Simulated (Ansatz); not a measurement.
# Cis-Cu(H2O)2Cl2 (Cl₂CuH₄O₂): multiconfigurational levels

Aim: the low states of cis-Cu(H2O)2Cl2 (Cl₂CuH₄O₂) within an active space of 9 electrons in 5 orbitals (Cu 3d), by state-averaged CASSCF and SC-NEVPT2.

Method: CASSCF and SC-NEVPT2 in def2-SVP; program: Ansatz 0.2.0, Gaussian basis.

2 further runs of the same task are left out: 2 set aside as unsound or not needed. Runs told in other sessions of the task aren't counted.

### Step 1. The geometry

The geometry is that of the doublet, from an earlier relaxation (PBE-D4/def2-SVP).

9 atoms, charge 0, spin multiplicity 2.

Atoms are counted from 1 here; the program's logs count them from 0.

Bond lengths: Cu1–O2 2.093 Å, Cu1–O5 2.093 Å, Cu1–Cl8 2.227 Å, Cu1–Cl9 2.227 Å, O2–H3 1.002 Å, O2–H4 0.979 Å, O5–H6 1.002 Å, O5–H7 0.979 Å. Angles: O2–Cu1–O5 89.1°, O2–Cu1–Cl8 169.1°, O2–Cu1–Cl9 83.2°, O5–Cu1–Cl8 83.2°, O5–Cu1–Cl9 169.1°, Cl8–Cu1–Cl9 105.5°, Cu1–O2–H3 87.4°, Cu1–O2–H4 108.6°, H3–O2–H4 104.3°, Cu1–O5–H6 87.3°, Cu1–O5–H7 108.6°, H6–O5–H7 104.3°.

Formally the metal is d9. No spin-orbit coupling is included.

### Step 2. The run

States asked for, with equal weights: 5 doublets.

The input, in.yaml:

```yaml
crystal:
  periodic: [false, false, false]
  atoms:
    - {symbol: Cu, position_ang: [-0.391026, -0.463023, 0.169543]}
    - {symbol: O, position_ang: [1.571678, -0.355898, -0.549771]}
    - {symbol: H, position_ang: [1.624942, -1.347608, -0.417380]}
    - {symbol: H, position_ang: [2.141949, 0.013336, 0.154885]}
    - {symbol: O, position_ang: [-0.499762, 1.625554, 0.085152]}
    - {symbol: H, position_ang: [-1.462997, 1.539423, 0.347040]}
    - {symbol: H, position_ang: [-0.527877, 1.898199, -0.854494]}
    - {symbol: Cl, position_ang: [-2.562506, -0.292076, 0.632788]}
    - {symbol: Cl, position_ang: [0.105619, -2.617897, 0.432226]}
basis:
  gaussian: {orbitals: def2-SVP}
magnetization: {spin_polarized: false, initial_magnetization: 1}
hamiltonian: {xc: hf}
correlation: {method: sc_nevpt2, active_space: {window: {electrons: 9, orbitals: 5}, shells: [{species: Cu, l: d, shell: 3}], states: [{multiplicity: 2, weights: [1, 1, 1, 1, 1]}]}, frozen_orbitals: {Cl: 5, Cu: 9, H: 0, O: 1}}
scf: {omitted_lower_state_checks: [starts]}
```

On the command line:

```console
> ansatz run in.yaml --threads 4 --pin off --events-out ev --progress --plain --max-ram 4787MiB
```

**Question.** What will the summary of the whole plan be? Wanted: lowest state, NEVPT2; lowest state, CASSCF; next doublet, CASSCF and NEVPT2; span of the states asked for, NEVPT2.

As calculated:

| quantity | value |
| --- | --- |
| lowest state, NEVPT2 | doublet, count 1 |
| lowest state, CASSCF | doublet |
| next doublet, CASSCF and NEVPT2 | 0.826, 1.225 eV |
| span of the states asked for, NEVPT2 | 1.614 eV |

Both levels make a doublet the lowest. The first excitation within the doublets goes from 0.826 to 1.225 eV. An active space of the metal shell alone leaves out covalency and charge transfer with the ligands.
